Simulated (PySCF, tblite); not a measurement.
# CH13NOSi4: geometry, infrared bands, NMR shifts and electronic excitations

Wanted: the infrared bands, NMR shifts and electronic excitations of CH13NOSi4 (`CN[Si@H]([SiH3])[SiH2][SiH2]O`), by calculation.

The runs use tblite 0.8.0 and PySCF 2.14.0, with density-fitted response routines of our own; the level of theory stands in each step. All values are computed, except where a source is named. Atoms are numbered from 0 throughout.

## 1. The molecule as given

20 atoms, charge 0, multiplicity 1; geometry from: force field or distance geometry start.

Bonds of the start (Å): C0–N1 1.44, N1–Si2 1.78, Si2–Si3 2.24, Si2–Si4 2.21, Si4–Si5 2.21, Si5–O6 1.71, C0–H7 1.13, C0–H8 1.10, C0–H9 1.12, N1–H10 1.05, Si2–H11 1.46, Si3–H12 1.47, Si3–H13 1.49, Si3–H14 1.47, Si4–H15 1.48, Si4–H16 1.46, Si5–H17 1.48, Si5–H18 1.46, O6–H19 1.00.

## 2. Relaxing the molecule with GFN2-xTB

What the job is given:

```
{"job": {"kind": "relax", "xc": "GFN2-xTB", "basis": "xTB"}, "charge": 0, "multiplicity": 1}
C     -1.210300     1.829100     0.428700
N     -0.935000     1.303600    -0.884700
Si    -0.661800    -0.458800    -0.897600
Si    -2.444500    -1.593800    -0.150900
Si     1.103400    -1.119900     0.259600
Si     2.974200    -0.094300    -0.314300
O      2.754500     1.508200    -0.867800
H     -1.244200     2.952500     0.346800
H     -0.458600     1.581900     1.198700
H     -2.216900     1.533700     0.819100
H     -1.780200     1.489700    -1.473600
H     -0.499400    -0.860400    -2.296900
H     -3.041100    -2.420400    -1.211400
H     -1.935800    -2.526400     0.895100
H     -3.489700    -0.717500     0.390200
H      1.259800    -2.570900     0.036500
H      0.825100    -0.935700     1.678500
H      3.815200    -0.011000     0.905900
H      3.713200    -0.937400    -1.245300
H      3.466800     2.058600    -0.438900
```

The run is started by

```
OMP_NUM_THREADS=1 python probes_run.py task.json out
```

This one command runs all jobs of the session in turn.

**Question.** This job is followed by: GFN2-xTB harmonic vibrations, gas phase; PBE0-D3(BJ)/def2-SVP geometry optimisation, gas phase; GIAO PBE0/pcSseg-1 NMR shielding, non-relativistic, gas phase; TDDFT CAM-B3LYP/def2-SVPD, vertical, gas phase, core orbitals frozen in the response; GIAO mPW1PW91/pcSseg-1 NMR shielding, non-relativistic, gas phase. Predict these results of the whole session: strongest single infrared mode (GFN2-xTB); zero-point energy (GFN2-xTB); point group; rotational constants (main isotopes); 13C shifts against TMS (PBE0/pcSseg-1); 1H shifts against TMS (PBE0/pcSseg-1, means over atoms taken as alike); 15N shifts against NH3 (PBE0/pcSseg-1); 29Si shifts against TMS (PBE0/pcSseg-1); 17O shifts against H2O (PBE0/pcSseg-1); surface potential, 1st and 99th percentile; lowest singlet (CAM-B3LYP/def2-SVPD); brightest single state of those computed; lowest triplet; vertical ionisation energy (ΔSCF); range of the shift of Si3.

As calculated:

| quantity | value |
| --- | --- |
| strongest single infrared mode (GFN2-xTB) | 581 cm⁻¹, 670 km/mol |
| zero-point energy (GFN2-xTB) | 82.4 kcal/mol |
| point group | C1 |
| rotational constants (main isotopes) | 1.78, 0.64, 0.53 GHz |
| 13C shifts against TMS (PBE0/pcSseg-1) | 32.7 ppm |
| 1H shifts against TMS (PBE0/pcSseg-1, means over atoms taken as alike) | 5.54, 5.44, 5.24, 3.70, 3.50, 3.18, 2.67, 0.27, -0.62 ppm |
| 15N shifts against NH3 (PBE0/pcSseg-1) | 2.8 ppm |
| 29Si shifts against TMS (PBE0/pcSseg-1) | -15.7, -37.4, -112.5, -113.1 ppm |
| 17O shifts against H2O (PBE0/pcSseg-1) | 0.5 ppm |
| surface potential, 1st and 99th percentile | -1.09 V and 2.07 V |
| lowest singlet (CAM-B3LYP/def2-SVPD) | 5.04 eV (246 nm), f = 0.013 |
| brightest single state of those computed | state 10, 6.93 eV, f = 0.134 |
| lowest triplet | 4.65 eV |
| vertical ionisation energy (ΔSCF) | 8.23 eV |
| range of the shift of Si3 | -113.1 to -110.8 ppm |

Relaxing lowered the energy by 0.936 eV in 111 steps; the close pair that moved most is Si2–Si4, from 2.212 to 2.331 Å (GFN2-xTB). The lowest mode is slightly imaginary (15i cm⁻¹), a soft motion within the noise of the Hessian, so the minimum is not strictly shown. The strongest single mode, at 581 cm⁻¹, moves mainly H15 and H11. Unscaled tight-binding wavenumbers are off by several per cent, some by more. Its intensities can rank the bands wrongly. Relaxing lowered the energy by 0.573 eV in 27 steps; the close pair that moved most is Si2–Si3, from 2.291 to 2.360 Å (PBE0/def2-SVP). At PBE0/pcSseg-1, counted by nearest atom on the grid, the HOMO lies on N1 44 %; Si3 12 %, the LUMO on Si2, Si4, Si5 about 12 % each; H15, H16, H17 about 6 % each. The lowest singlet, at 5.04 eV, is HOMO→LUMO 0.56, HOMO→LUMO+1 0.33 and is weak; of the 10 states computed, the strongest absorption comes from state 10 at 6.93 eV (the last computed, so partners may be missing). The lowest triplet lies 0.39 eV below the lowest singlet (triplets in Tamm-Dancoff, singlets in full TDDFT). ΔSCF puts the ionisation energy at 8.23 eV, 0.52 eV above −ε(HOMO). Across the 2 runs the shift of Si3 moves most, between -113.1 (PBE0/pcSseg-1) and -110.8 ppm (mPW1PW91/pcSseg-1).
